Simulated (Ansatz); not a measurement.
Runs of Ansatz 0.2.0 on CsLiCr2Te2S3. The typed cell holds 9 atoms: a = 6.108 Å, b = 6.358 Å, c = 7.995 Å, α = 101.14°, β = 99.87°, γ = 111.27°. The cell was built by a generator and needn't be a form met in nature.

```tsv
potentials or basis	cutoff (eV)	gap on the mesh (eV)	pressure (GPa)	moment (μB)	largest force (eV/Å)
Ansatz PAW earlier set	1070	none	0.0	5.40	0.13
PseudoDojo standard (PBE files)	1279	none	0.2	(a)	0.08
Ansatz NC with PseudoDojo standard (PBE files)	1279	none	0.0	5.41	0.13
SPMS NC	871	none	0.2	5.49	0.08
```

Alike in all rows: task single point; level PBE; spin collinear, ferromagnetic start; cell as given; k mesh 5 × 5 × 4; smearing fermi-dirac 0.05 eV.

Problem. Estimate the missing entries.

Solution. (a) 5.50.

Caveats: only a ferromagnetic start was run, and an antiferromagnetic order may lie lower in energy.

A k mesh can miss the band edges, and the runs leave out spin-orbit coupling on Cs, Te.

A gap of «none» marks a metal or a gap under the smearing width.
